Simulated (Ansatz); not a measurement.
# Hf (Hf (10-10), 6 layers): a single-point run

Wanted: a converged single-point run for Hf (Hf (10-10), 6 layers), and a check of what comes out. The structure is shown as the input types it.

Computed with Ansatz 0.2.0 (DFT, PBEsol, PAW with Ansatz's default frozen-core files, scalar-relativistic, unless a step's input says otherwise).

## (1) The system as given

It takes space group Pmmn (No. 59, orthorhombic). The conventional cell has a = 3.159 Å, b = 4.999 Å, c = 22.383 Å, α = 90.00°, β = 90.00°, γ = 90.00°. Around Hf (site symmetry mm2) lie 8 Hf at 3.04 to 3.16 Å. Hf (site symmetry mm2) is surrounded by 10 Hf at 3.03 to 3.16 Å. Hf (site symmetry mm2) is surrounded by 12 Hf at 3.03 to 3.16 Å.

Structure file:

```
CELL_PARAMETERS angstrom
3.15887 0.00000 0.00000
0.00000 4.99867 0.00000
0.00000 0.00000 22.38320
ATOMIC_POSITIONS crystal
Hf 0.75000 0.75000 0.36238
Hf 0.25000 0.25000 0.40139
Hf 0.25000 0.75000 0.47820
Hf 0.75000 0.25000 0.52180
Hf 0.75000 0.75000 0.59861
Hf 0.25000 0.25000 0.63762
```

## (2) Input and run

input.yaml reads:

```yaml
crystal:
  lattice:
    - [3.1588656729, 0.0, 0.0]
    - [0.0, 4.9986711318, 0.0]
    - [0.0, 0.0, 22.3832]
  atoms:
    - { symbol: Hf, position: [0.75, 0.75, 0.3623767554] }
    - { symbol: Hf, position: [0.25, 0.25, 0.4013869528] }
    - { symbol: Hf, position: [0.25, 0.75, 0.4781961893] }
    - { symbol: Hf, position: [0.75, 0.25, 0.5218038096] }
    - { symbol: Hf, position: [0.75, 0.75, 0.5986130515] }
    - { symbol: Hf, position: [0.25, 0.25, 0.6376232414] }
kpoints:
  mp_grid: { grid: [1, 1, 1] }
scf:
  occupations: { method: fermi_dirac, width: 0.05 }
  max_iter: 80
hamiltonian:
  xc: pbesol
  pseudopotentials: { kind: paw }
output:
  forces: true
  stress: true
  eigenvalues: true
efield:
  axis: 3
  amplitude: 0.1
  dipole_correction: true
```

Run with:

```
> ansatz run input.yaml --threads 2 --pin off --max-ram 4096MiB --backend cpu --events-out ev --progress --plain --runs-dir out
```

**Question.** How will this run end, and is anything wrong with its input?

The program finished normally. It gives a largest force of 5.0 eV/Å, which is large; a structure far from rest gives such values too, whatever the setting.

The suspect setting: kpoints.mp_grid.grid is [1, 1, 1]. One k-point can't sample the Brillouin zone of so small a cell.

Run again and compare: set kpoints.mp_grid.grid to [10, 7, 1].
